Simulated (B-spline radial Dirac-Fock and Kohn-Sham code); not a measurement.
**An X-ray data sheet for Pm¹¹⁺, step by step**

Wanted for promethium as Pm¹¹⁺: its X-ray form factor and Compton profile and the binding energy of each subshell.

Method: a free atom or ion on a radial basis; each step names its model; computed with B-spline radial Dirac-Fock and Kohn-Sham code, version 2.

## (1) What is computed

Pm¹¹⁺, [Kr] 4d10 4f2 5s2.

```yaml
nuclear_charge: 61
electrons: 50
mass_number: 145
nuclear_rms_radius: 4.962 fm
```

Outer shells as boxes (Hund's rule, for the drawing alone; heavy ions are jj-coupled, and the calculation averages over the configuration):

```
[Kr] core
4d [↑↓][↑↓][↑↓][↑↓][↑↓]
4f [↑ ][↑ ][  ][  ][  ][  ][  ]
5s [↑↓]
```

## (2) Scattering by the electron cloud

Model: Dirac-Fock average of configuration, finite nucleus; form factor of the spherical density, Waller-Hartree incoherent function, impulse-approximation Compton profiles.

The run's settings:

```ini
task = scatter
Z = 61
charge = 11
configuration = 1s2 2s2 2p6 3s2 3p6 3d10 4s2 4p6 4d10 4f2 5s2
mass_number = 145
rms_radius = 4.962  # fm
s = [0.0, 0.06, 0.07, 0.08, 0.1, 0.12, 0.14, 0.17, 0.2, 0.24, 0.29, 0.35, 0.41, 0.5, 0.59, 0.71, 0.85, 1.02, 1.22, 1.46, 1.75, 2.1, 2.51]  # 1/A
pz = [0, 0.1, 0.14, 0.19, 0.26, 0.36, 0.5, 0.69, 0.95, 1.3, 1.8, 2.5, 3.4, 4.8, 6.6, 9.1, 13.0, 17.0, 24.0, 33.0, 45.0]  # a.u.
photon_energy = [2000, 5000, 8047.8, 10000, 17479.3, 30000, 50000, 100000]  # eV
```

Results of the run (chosen fields of its result record, rounded):

```text
{
  "status": "converged",
  "form_factor [e]": [50.0, 49.617, 49.48, 49.323, 48.952, 48.506, 47.991, 47.101, 46.087, 44.579, 42.515, 39.898, 37.255, 33.456, 30.025, 26.152, 22.631, 19.56, 17.09, 14.912, 12.626, 10.115, 7.8122],
  "incoherent": [8.443e-12, 0.41692, 0.56271, 0.72791, 1.1117, 1.5578, 2.055, 2.8719, 3.7427, 4.9378, 6.4234, 8.1457, 9.8014, 12.192, 14.467, 17.265, 20.216, 23.473, 26.811, 29.982, 32.834, 35.448, 37.854],
  "compton_total [1/a.u.]": [4.7649, 4.7549, 4.7455, 4.7293, 4.6992, 4.6424, 4.5407, 4.3766, 4.1415, 3.8667, 3.5707, 3.1433, 2.4525, 1.5876, 1.0441, 0.68592, 0.37701, 0.21627, 0.095025, 0.040486, 0.016594],
  "shells": ["1s1/2", "2s1/2", "2p1/2", "2p3/2", "3s1/2", "3p1/2", "3p3/2", "3d3/2", "3d5/2", "4s1/2", "4p1/2", "4p3/2", "4d3/2", "4d5/2", "4f5/2", "4f7/2", "5s1/2"],
  "occupation": [2.0, 2.0, 2.0, 4.0, 2.0, 2.0, 4.0, 4.0, 6.0, 2.0, 2.0, 4.0, 4.0, 6.0, 0.85714, 1.1429, 2.0],
  "mean_momentum [a.u.]": [58.792, 20.925, 27.851, 25.771, 10.44, 12.473, 11.862, 14.213, 13.986, 5.3094, 5.907, 5.6715, 6.1511, 6.064, 5.9702, 5.9366, 2.679],
  "r2 [bohr^2]": 14.57,
  "r_inverse [1/bohr]": 394.88,
  "r1 [bohr]": 20.699,
  "coherent [b]": [1575.7, 1248.2, 922.75, 765.01, 429.55, 217.01, 100.81, 32.189],
  "incoherent_cross_section [b]": [0.90656, 3.7142, 6.448, 8.0147, 12.762, 17.107, 19.958, 21.01],
  "radial_jk": {
    "4f": {"j0": [1.0, 0.98249, 0.97625, 0.9691, 0.95218, 0.93193, 0.9086, 0.86844, 0.82301, 0.75613, 0.66617, 0.55537, 0.44824, 0.30547, 0.19167, 0.08606, 0.016616, -0.01855, -0.026632, -0.020735, -0.011328, -0.0042962, -0.00094347], "j2": [0.0, 0.0069759, 0.0094479, 0.01227, 0.018911, 0.026781, 0.035744, 0.0509, 0.067606, 0.091273, 0.12116, 0.15434, 0.18162, 0.20781, 0.21578, 0.20379, 0.17119, 0.12501, 0.07862, 0.041041, 0.016593, 0.0043172, 3.7528e-05], "j4": [0.0, 2.1383e-05, 3.9414e-05, 6.6848e-05, 0.00016094, 0.0003281, 0.00059581, 0.0012501, 0.0022963, 0.0044584, 0.0086242, 0.015956, 0.025679, 0.043444, 0.062409, 0.084618, 0.10105, 0.10601, 0.096903, 0.076962, 0.05268, 0.030795, 0.015537], "j6": [0.0, 4.6221e-08, 1.1592e-07, 2.5669e-07, 9.6466e-07, 2.8285e-06, 6.9812e-06, 2.1543e-05, 5.4604e-05, 0.00015193, 0.000426, 0.0011361, 0.0024785, 0.0061015, 0.011896, 0.022461, 0.036517, 0.051556, 0.062157, 0.064443, 0.057513, 0.044192, 0.029588], "r2": 0.66642, "r4": 0.80862, "r6": 1.5717}
  }
}
```

Form factor and incoherent function, every second point:

| s (1/Å) | f (e) | f / N | S(s) |
| --- | --- | --- | --- |
| 0 | 50.00 | 1.000 | 0 |
| 0.0700 | 49.48 | 0.990 | 0.5627 |
| 0.100 | 48.95 | 0.979 | 1.112 |
| 0.140 | 47.99 | 0.960 | 2.055 |
| 0.200 | 46.09 | 0.922 | 3.743 |
| 0.290 | 42.52 | 0.850 | 6.423 |
| 0.410 | 37.26 | 0.745 | 9.801 |
| 0.590 | 30.03 | 0.601 | 14.47 |
| 0.850 | 22.63 | 0.453 | 20.22 |
| 1.22 | 17.09 | 0.342 | 26.81 |
| 1.75 | 12.63 | 0.253 | 32.83 |
| 2.51 | 7.812 | 0.156 | 37.85 |

## (3) Binding energies

Model: Dirac-Fock average of configuration, Delta-SCF, finite nucleus, first-order Breit with its frequency dependence, self-energy and vacuum polarisation.

Settings, as recorded:

```ini
task = binding
```

Results of the run (chosen fields of its result record, rounded):

```text
{
  "status": "converged",
  "shells": ["K", "L1", "L2", "L3", "M1", "M2", "M3", "M4", "M5", "N1", "N2", "N3", "N4", "N5", "N6,7", "O1"],
  "total_energy_parts [Ha]": [-9989.92985, 9.81260439, -1.02676254, -0.122447781, 6.81631887, -1.02095463],
  "koopmans [eV]": [45644.3, 7698.4, 7281.98, 6720.11, 1881.27, 1702.03, 1586.55, 1279.84, 1255.17, 546.768, 475.431, 449.252, 330.494, 325.674, 195.369, 204.255],
  "dirac_coulomb [eV]": [45577.1, 7663.97, 7243.58, 6683.62, 1867.52, 1687.56, 1572.87, 1264.23, 1239.88, 543.475, 472.212, 446.325, 327.789, 323.073, 193.422, 203.975],
  "gaunt [eV]": [-132.841, -13.3054, -23.3407, -16.584, -2.14798, -3.95857, -2.63369, -1.45807, -0.889534, -0.448019, -0.812771, -0.512143, -0.19722, -0.0839694, 0.111187, -0.11728],
  "retardation [eV]": [9.85541, 1.0051, 2.60286, 2.59644, 0.141984, 0.428017, 0.429938, 0.119379, 0.116981, 0.0366315, 0.096542, 0.0961903, 0.021342, 0.0212467, -0.0124715, 0.0112468],
  "breit_frequency [eV]": [1.48673, -0.136282, -0.00221677, 0.648711, -0.0345929, -0.0279031, 0.120666, -0.0165752, -0.00386874, -0.00813677, -0.00740888, 0.0270484, -0.00365324, -0.00100855, -0.00154664, -0.00194898],
  "self_energy [eV]": [-74.2034, -9.75967, 0.405737, -0.455506, -2.10817, 0.0777071, -0.0860625, 0.193572, 0.122561, -0.483561, 0.0322959, -0.00530073, 0.0509482, 0.036853, 0.0320338, -0.116151],
  "vacuum_polarisation [eV]": [11.5992, 1.41794, -0.00100609, -0.0667882, 0.296123, -0.00352849, -0.0191753, -0.0194194, -0.0188691, 0.0680543, -0.00258491, -0.00616955, -0.00562173, -0.00547995, -0.00381114, 0.0163407],
  "binding [eV]": [45393.0, 7643.19, 7223.25, 6669.76, 1863.66, 1684.08, 1570.68, 1263.05, 1239.2, 542.64, 471.519, 445.924, 327.655, 323.04, 193.548, 203.768],
  "mean_radius [bohr]": [0.0231748, 0.0983563, 0.082543, 0.0890199, 0.25902, 0.249162, 0.261448, 0.233242, 0.237096, 0.586268, 0.601191, 0.626028, 0.659469, 0.668311, 0.752069, 1.24466]
}
```

total_energy_parts: Dirac-Coulomb, Gaunt, retardation, frequency dependence, self-energy, vacuum polarisation. 

The binding energies by parts, in eV; the parts add up.

| level | -ε | relaxation | Breit | QED | binding |
| --- | --- | --- | --- | --- | --- |
| K | 45644.3 | -67.23 | -121.50 | -62.60 | 45393.0 |
| L1 | 7698.4 | -34.43 | -12.44 | -8.34 | 7643.2 |
| L2 | 7282.0 | -38.40 | -20.74 | 0.40 | 7223.2 |
| L3 | 6720.1 | -36.50 | -13.34 | -0.52 | 6669.8 |
| M1 | 1881.3 | -13.76 | -2.04 | -1.81 | 1863.7 |
| M2 | 1702.0 | -14.47 | -3.56 | 0.07 | 1684.1 |
| M3 | 1586.5 | -13.68 | -2.08 | -0.11 | 1570.7 |
| M4 | 1279.8 | -15.61 | -1.36 | 0.17 | 1263.0 |
| M5 | 1255.2 | -15.29 | -0.78 | 0.10 | 1239.2 |
| N1 | 546.8 | -3.29 | -0.42 | -0.42 | 542.6 |
| N2 | 475.4 | -3.22 | -0.72 | 0.03 | 471.5 |
| N3 | 449.3 | -2.93 | -0.39 | -0.01 | 445.9 |
| N4 | 330.5 | -2.70 | -0.18 | 0.05 | 327.7 |
| N5 | 325.7 | -2.60 | -0.06 | 0.03 | 323.0 |
| N6,7 | 195.4 | -1.95 | 0.10 | 0.03 | 193.5 |
| O1 | 204.3 | -0.28 | -0.11 | -0.10 | 203.8 |

X-ray lines as differences of these levels:

| line | energy (eV) |
| --- | --- |
| Kβ2' (K-N3) | 44947.0 |
| Kβ2'' (K-N2) | 44921.4 |
| Kβ1 (K-M3) | 43822.3 |
| Kβ3 (K-M2) | 43708.9 |
| Kα1 (K-L3) | 38723.2 |
| Kα2 (K-L2) | 38169.7 |
| Lγ3 (L1-N3) | 7197.3 |
| Lγ2 (L1-N2) | 7171.7 |
| Lγ1 (L2-N4) | 6895.6 |
| Lγ5 (L2-N1) | 6680.6 |
| Lβ7 (L3-O1) | 6466.0 |
| Lβ2 (L3-N5) | 6346.7 |
| Lβ15 (L3-N4) | 6342.1 |
| Lβ6 (L3-N1) | 6127.1 |

## (4) Outcome

```
                             quantity         value
     rms radius of the electron cloud    0.540 bohr
                form factor halves at      0.76 1/Å
              Compton profile at zero  4.765 1/a.u.
         deepest level listed, K (1s)    45393.0 eV
               least bound, N6,7 (4f)      193.5 eV
                                  Kα1    38723.2 eV
ionisation energy, NIST (theoretical)    202.000 eV
```

In words: f falls from 50 to half of that at s = 0.76 1/Å. For K (1s), relaxation takes off 67.2 eV, Breit terms shift it by -121.50 and QED by -62.60 eV. NIST's ionisation energy differs by +8.45 eV from the least binding energy, within its stated uncertainty. The Hartree-Fock and Dirac-Fock values hold no electron correlation.
